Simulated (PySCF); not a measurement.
# InMe2(CN): geometry, NMR shifts and electronic excitations

What NMR shifts and electronic excitations should InMe2(CN) (`[CH3][In]([CH3])[C]#N`) show?

The runs use PySCF 2.14.0, with density-fitted response routines of our own; the level of theory stands in each step. All values are computed, except where a source is named. Atoms count from 0, in the outputs and in this text.

**1. The starting structure**

11 atoms, charge 0, multiplicity 1; geometry from: GFN2-xTB.

Bonds of the start (Å): In0–C1 2.23, In0–C5 2.23, In0–C9 2.21, C1–H2 1.09, C1–H3 1.09, C1–H4 1.09, C5–H6 1.09, C5–H7 1.09, C5–H8 1.09, C9–N10 1.15.

**2. Geometry optimisation at PBE0-D3(BJ)/def2-SVP**

The job: settings as JSON, then the geometry in Å.

```
{"job": {"xc": "PBE0", "basis": "def2-SVP", "d3": "d3bj", "grid": 1, "maxiter": 40, "kind": "geom"}, "charge": 0, "multiplicity": 1}
In    -0.199510    -0.330150     0.000710
C      2.033060    -0.389160    -0.011310
H      2.386720     0.079430     0.906770
H      2.372740     0.205960    -0.858950
H      2.432830    -1.397960    -0.085730
C     -1.346250     1.586290     0.002090
H     -1.121940     2.111140    -0.926320
H     -0.980490     2.183780     0.837120
H     -2.420620     1.443800     0.092880
C     -1.299320    -2.244730     0.016560
N     -1.857220    -3.248420     0.026180
```

**Question.** This job is followed by: GIAO PBE0/pcSseg-1 In:def2-TZVP NMR shielding, non-relativistic, gas phase; TDDFT PBE0/def2-SVPD, vertical, gas phase, core orbitals frozen in the response; GIAO KT2/pcSseg-1 In:def2-TZVP NMR shielding, non-relativistic, gas phase. What will the session give for the following? point group; rotational constants (main isotopes); 13C shifts against TMS (PBE0/def2-TZVP+pcSseg-1, means over atoms taken as alike); 1H shifts against TMS (PBE0/def2-TZVP+pcSseg-1, means over atoms taken as alike); 15N shifts against NH3 (PBE0/def2-TZVP+pcSseg-1); lowest singlet (PBE0/def2-SVPD); brightest single state of those computed; lowest triplet; vertical ionisation energy (ΔSCF); vertical electron affinity (ΔSCF); range of the shift of N10.

As calculated:

| quantity | value |
| --- | --- |
| point group | C2 |
| rotational constants (main isotopes) | 3.92, 2.20, 1.44 GHz |
| 13C shifts against TMS (PBE0/def2-TZVP+pcSseg-1, means over atoms taken as alike) | 132.7, -3.0 ppm |
| 1H shifts against TMS (PBE0/def2-TZVP+pcSseg-1, means over atoms taken as alike) | 0.39 ppm |
| 15N shifts against NH3 (PBE0/def2-TZVP+pcSseg-1) | 368.4 ppm |
| lowest singlet (PBE0/def2-SVPD) | 4.79 eV (259 nm), f = 0.000 |
| brightest single state of those computed | state 5, 6.56 eV, f = 0.254 |
| lowest triplet | 4.55 eV |
| vertical ionisation energy (ΔSCF) | 9.96 eV |
| vertical electron affinity (ΔSCF) | 0.37 eV |
| range of the shift of N10 | 340.0 to 368.4 ppm |

What this shows: The optimisation took 5 steps and gained 0.141 eV; among the close pairs (by a distance rule), In0–C5 changed most, from 2.233 to 2.148 Å. At PBE0/def2-TZVP+pcSseg-1: Shielding is most anisotropic at N10 (span 600 ppm, paramagnetic term -442 ppm). The first singlet state (HOMO→LUMO 0.99) lies at 4.79 eV and is dark; of the 10 states computed, the strongest absorption comes from state 5 at 6.56 eV. The lowest triplet lies 0.24 eV below the lowest singlet (triplets in Tamm-Dancoff, singlets in full TDDFT). Spin-orbit coupling, left out, mixes singlets and triplets in elements this heavy. ΔSCF puts the ionisation energy at 9.96 eV, 1.87 eV above −ε(HOMO). Across the 2 runs the shift of N10 moves most, between 340.0 (KT2/def2-TZVP+pcSseg-1) and 368.4 ppm (PBE0/def2-TZVP+pcSseg-1). Spin-orbit coupling is left out, which matters for shieldings and couplings at and beside the heavy atoms.
